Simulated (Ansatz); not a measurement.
# ZrHg3: the cost of one run

Computed with Ansatz 0.2.0 (DFT PBEsol, scalar-relativistic, unless a step's input says otherwise).

## Step 1: The starting structure

Symmetry: Pm-3m, No. 221, cubic system. The conventional cell has a = 4.365 Å, b = 4.365 Å, c = 4.365 Å, α = 90.00°, β = 90.00°, γ = 90.00°. Zr (site symmetry m-3m) has 12 Hg at 3.09 Å as nearest neighbours. Hg (site symmetry 4/mmm) is surrounded by 4 Zr at 3.09 Å and 8 Hg at 3.09 Å.

Coordinates:

```
Zr Hg
1.0
     4.36520    0.00000    0.00000
     0.00000    4.36520    0.00000
     0.00000    0.00000    4.36520
Zr Hg
1 3
Direct
  0.00000 0.00000 0.00000
  0.00000 0.50000 0.50000
  0.50000 0.00000 0.50000
  0.50000 0.50000 0.00000
```

Atoms are numbered in the order of the input: Zr1, Hg2, Hg3, Hg4.

## Step 2: The deformed structure

Space group Pm-3m before, P4/mmm after.

## Step 3: LAPW, all electrons

Input file input.yaml:

```yaml
crystal:
  lattice:
    - [4.408852, 0.0, 0.0]
    - [0.0, 4.408852, 0.0]
    - [0.0, 0.0, 4.3652]
  atoms:
    - { symbol: Zr, position: [0.0, 0.0, 0.0] }
    - { symbol: Hg, position: [0.0, 0.5, 0.5] }
    - { symbol: Hg, position: [0.5, 0.0, 0.5] }
    - { symbol: Hg, position: [0.5, 0.5, 0.0] }
kpoints:
  mp_grid: { grid: [8, 8, 8] }
  band_path:
    path:
      - [0.0, 0.0, 0.0]
      - [0.0, 0.5, 0.0]
      - [0.5, 0.5, 0.0]
      - [0.0, 0.0, 0.0]
      - [0.0, 0.0, 0.5]
      - [0.0, 0.5, 0.5]
      - [0.5, 0.5, 0.5]
      - [0.0, 0.0, 0.5]
      - [0.0, 0.5, 0.0]
    npoints: 5
scf:
  occupations: { method: fermi_dirac, width: 0.05 }
hamiltonian:
  xc: pbesol
  pseudopotentials: { kind: all_electron, lapw: { basis_error: 0.0005 } }
output:
  forces: true
  stress: true
  eigenvalues: true
```

Started as:

```console
$ ansatz run input.yaml --threads 1 --pin off --max-ram 4096MiB --backend cpu --events-out ev --progress --plain --runs-dir out
```

Q: Estimate wall time and peak memory on 1 thread of Intel Xeon Platinum 8488C (Sapphire Rapids), shared host.

About 1.9 min, with a peak of 1.1 GiB.
